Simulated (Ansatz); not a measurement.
**CH₃K (SMILES [CH3][K]): functionals against CCSD(T) at one geometry**

How do the functionals fare away from a minimum? The structure is a structure displaced at random from a GFN2-xTB minimum.

The runs use Ansatz 0.2.0, Gaussian basis; single points in def2-TZVPP.

Cores are frozen in the correlated methods. The outer core shell of Li, Na, Mg and K is correlated.

## (1) Where the work starts

SMILES `[CH3][K]`, 5 atoms, charge 0, spin multiplicity 1.

Atoms are counted from 1 here; the program's logs count them from 0.

Bond lengths: C1–K2 2.709 Å, C1–H3 1.092 Å, C1–H4 1.082 Å, C1–H5 1.021 Å. Angles: K2–C1–H3 110.5°, K2–C1–H4 112.6°, K2–C1–H5 111.1°, H3–C1–H4 108.3°, H3–C1–H5 103.3°, H4–C1–H5 110.6°.

As a file:

```
C    -0.2462    0.0729   -0.1437
K     2.0697   -0.7809    0.9724
H    -1.0825   -0.0887    0.5402
H    -0.4674   -0.4294   -1.0767
H    -0.2406    1.0856   -0.2728
```

## (2) CCSD(T)/def2-TZVPP

run/in.yaml

```yaml
crystal:
  periodic: [false, false, false]
  atoms:
    - {symbol: C, position_ang: [-0.246200, 0.072900, -0.143700]}
    - {symbol: K, position_ang: [2.069700, -0.780900, 0.972400]}
    - {symbol: H, position_ang: [-1.082500, -0.088700, 0.540200]}
    - {symbol: H, position_ang: [-0.467400, -0.429400, -1.076700]}
    - {symbol: H, position_ang: [-0.240600, 1.085600, -0.272800]}
basis:
  gaussian: {orbitals: def2-TZVPP}
correlation: {method: ccsd_t}
output: {forces: true}
```

No record of the launch command was kept for these runs.

## (3) PBE0-D4/def2-TZVPP

Changes to run/in.yaml since step 2:

```diff
@@ -10,3 +10,3 @@
   gaussian: {orbitals: def2-TZVPP}
-correlation: {method: ccsd_t}
-output: {forces: true}
+hamiltonian: {xc: pbe0, dispersion: d4}
+output: {forces: true, orbitals: {seedname: orbitals}}
```

## (4) wB97M-V/def2-TZVPP

Changes to run/in.yaml since step 3:

```diff
@@ -10,3 +10,3 @@
   gaussian: {orbitals: def2-TZVPP}
-hamiltonian: {xc: pbe0, dispersion: d4}
-output: {forces: true, orbitals: {seedname: orbitals}}
+hamiltonian: {xc: {name: wB97M-V}}
+output: {forces: true}
```

## (5) r2SCAN-D4/def2-TZVPP

Changes to run/in.yaml since step 4:

```diff
@@ -10,3 +10,3 @@
   gaussian: {orbitals: def2-TZVPP}
-hamiltonian: {xc: {name: wB97M-V}}
+hamiltonian: {xc: r2scan, dispersion: d4}
 output: {forces: true}
```

## (6) PBE-D4/def2-TZVPP

Changes to run/in.yaml since step 5:

```diff
@@ -10,3 +10,3 @@
   gaussian: {orbitals: def2-TZVPP}
-hamiltonian: {xc: r2scan, dispersion: d4}
+hamiltonian: {xc: pbe, dispersion: d4}
 output: {forces: true}
```

## (7) wB97X-V/def2-TZVPP

Changes to run/in.yaml since step 6:

```diff
@@ -10,3 +10,3 @@
   gaussian: {orbitals: def2-TZVPP}
-hamiltonian: {xc: pbe, dispersion: d4}
+hamiltonian: {xc: {name: wB97X-V}}
 output: {forces: true}
```

## (8) B97M-V/def2-TZVPP

Changes to run/in.yaml since step 7:

```diff
@@ -10,3 +10,3 @@
   gaussian: {orbitals: def2-TZVPP}
-hamiltonian: {xc: {name: wB97X-V}}
+hamiltonian: {xc: {name: B97M-V}}
 output: {forces: true}
```

(Steps that only read results are left out.)

What does the calculation give? Wanted: energy less free atoms, CCSD(T)/def2-TZVPP; RMS force component; RMS force error; HOMO and LUMO, PBE0-D4; T1 diagnostic.

**Answer**, as computed:

```
                                  quantity                                                                                          value
energy less free atoms, CCSD(T)/def2-TZVPP                                                                                 -1360.9 kJ/mol
                       RMS force component                                                           1.010 to 1.114 eV/Å over the methods
                           RMS force error  PBE0-D4 0.024, wB97M-V 0.040, r2SCAN-D4 0.021, PBE-D4 0.088, wB97X-V 0.082, B97M-V 0.092 eV/Å
                    HOMO and LUMO, PBE0-D4                                                                             -3.76 and -1.12 eV
                             T1 diagnostic                                                                                          0.017
```

What this shows: Against CCSD(T) the functionals' energies less atoms differ by -54.9 to -30.3 kJ/mol, PBE-D4 by -54.9 kJ/mol. A larger basis would deepen the CCSD(T) value, while the functionals are nearly converged already, so the order here is not reliable. For forces r2SCAN-D4 does best and B97M-V worst. Frozen-core CCSD(T) forces in triple zeta carry basis errors of their own, and this is one geometry, so small gaps rank nothing.
